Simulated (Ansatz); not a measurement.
# Rb3SeF: the cost of one run

Program: Ansatz 0.2.0. Level of theory: DFT PBEsol, scalar-relativistic, plane waves, PAW. These are calculated values, not measurements.

## 1. The starting structure

It takes space group Pm-3m (No. 221, cubic). Conventional cell: a = 5.700 Å, b = 5.700 Å, c = 5.700 Å, α = 90.00°, β = 90.00°, γ = 90.00°. Around Se (site symmetry m-3m) lie 12 Rb at 4.03 Å. F (site symmetry m-3m) is surrounded by 6 Rb at 2.85 Å. Rb (site symmetry 4/mmm) is surrounded by 2 F at 2.85 Å and 4 Se at 4.03 Å and 8 Rb at 4.03 Å.

Coordinates:

```
CELL_PARAMETERS angstrom
5.70000 0.00000 0.00000
0.00000 5.70000 0.00000
0.00000 0.00000 5.70000
ATOMIC_POSITIONS crystal
Se 0.00000 0.00000 0.00000
F 0.50000 0.50000 0.50000
Rb 0.50000 0.50000 0.00000
Rb 0.50000 0.00000 0.50000
Rb 0.00000 0.50000 0.50000
```

This is a trial structure built by rule; it need not be a known or stable form of this composition.

The cell is the ideal cubic antiperovskite prototype; whether it is the stable structure of this composition wasn't checked.

## 2. Coarse point 1 of the search for the rest volume

Contents of input.yaml:

```yaml
crystal:
  lattice:
    - [5.7, 0.0, 0.0]
    - [0.0, 5.7, 0.0]
    - [0.0, 0.0, 5.7]
  atoms:
    - { symbol: Se, position: [0.0, 0.0, 0.0] }
    - { symbol: F, position: [0.5, 0.5, 0.5] }
    - { symbol: Rb, position: [0.5, 0.5, 0.0] }
    - { symbol: Rb, position: [0.5, 0.0, 0.5] }
    - { symbol: Rb, position: [0.0, 0.5, 0.5] }
basis:
  ecutwfc: 420
kpoints:
  mp_grid: { grid: [4, 4, 4] }
hamiltonian:
  xc: pbesol
scf:
  occupations: { method: gaussian, width: 0.05 }
output:
  forces: true
  stress: true
  eigenvalues: true
```

Launch:

```sh
$ ansatz run input.yaml --threads 1 --pin off --max-ram 1228MiB --backend cpu --events-out ev --progress --plain --runs-dir out
```

What time and memory should one allow on 1 thread of Arm Neoverse N1, shared host?

About 7.1 s, with a peak of 0.39 GiB.
